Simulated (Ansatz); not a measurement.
# CH3InO2: small, medium and large basis sets

Aim: see how fast density functionals converge with the basis set for CH3InO2.

Method: one geometry, several basis sets; program: Ansatz 0.2.0, Gaussian basis.

Levels to be run: PBE0-D4/def2-SVP; ωB97M-V/def2-SVP; PBE0-D4/def2-QZVPP; ωB97M-V/def2-QZVPP; the functionals' def2-TZVPP values are taken from earlier runs.

## Step 1: The geometry

An earlier PBE0-D4 in a triple-zeta def2 set relaxation fixed the geometry. In takes the def2 core potential; no spin-orbit term is included.

7 atoms, charge 0, spin multiplicity 1.

Atoms are counted from 1 here; the program's logs count them from 0.

Bond lengths: O1–C3 1.455 Å, O1–H5 0.961 Å, In2–O4 2.094 Å, C3–O4 1.343 Å, C3–H6 1.104 Å, C3–H7 1.105 Å. Angles: C3–O1–H5 111.1°, O1–C3–O4 107.2°, O1–C3–H6 107.6°, O1–C3–H7 107.7°, O4–C3–H6 112.5°, O4–C3–H7 112.9°, H6–C3–H7 108.7°, In2–O4–C3 112.7°.

## Step 2: PBE0-D4 in def2-SVP

The input, in.yaml:

```yaml
crystal:
  periodic: [false, false, false]
  atoms:
    - {symbol: O, position_ang: [-0.721517, 0.686880, -0.059909]}
    - {symbol: In, position_ang: [-0.875343, -1.032927, -2.056705]}
    - {symbol: C, position_ang: [0.390961, -0.139140, 0.384485]}
    - {symbol: O, position_ang: [0.485212, -1.170633, -0.470305]}
    - {symbol: H, position_ang: [-0.688723, 1.557973, 0.345302]}
    - {symbol: H, position_ang: [0.174440, -0.464711, 1.416523]}
    - {symbol: H, position_ang: [1.296172, 0.494659, 0.394908]}
basis:
  gaussian: {orbitals: def2-SVP}
hamiltonian: {xc: pbe0, dispersion: d4}
output: {orbitals: {seedname: orbitals}}
```

Command:

```bash
ansatz run in.yaml --threads 2 --pin off --events-out ev --progress --plain --max-ram 4352MiB
```

Further steps of the session: ωB97M-V in def2-SVP; PBE0-D4 in def2-QZVPP; ωB97M-V in def2-QZVPP.

Q: Predict the results of all the runs planned. Wanted: PBE0-D4: double and triple zeta above quadruple; ωB97M-V: double and triple zeta above quadruple.

The runs gave:

| quantity | value |
| --- | --- |
| PBE0-D4: double and triple zeta above quadruple | 6.72, 0.33 eV |
| ωB97M-V: double and triple zeta above quadruple | 6.89, 0.32 eV |

What this shows: For PBE0-D4 the step from double to triple zeta gains 6.39 eV and the next only 0.33 eV. Total energies overstate the basis error of differences, where much of it tends to cancel.
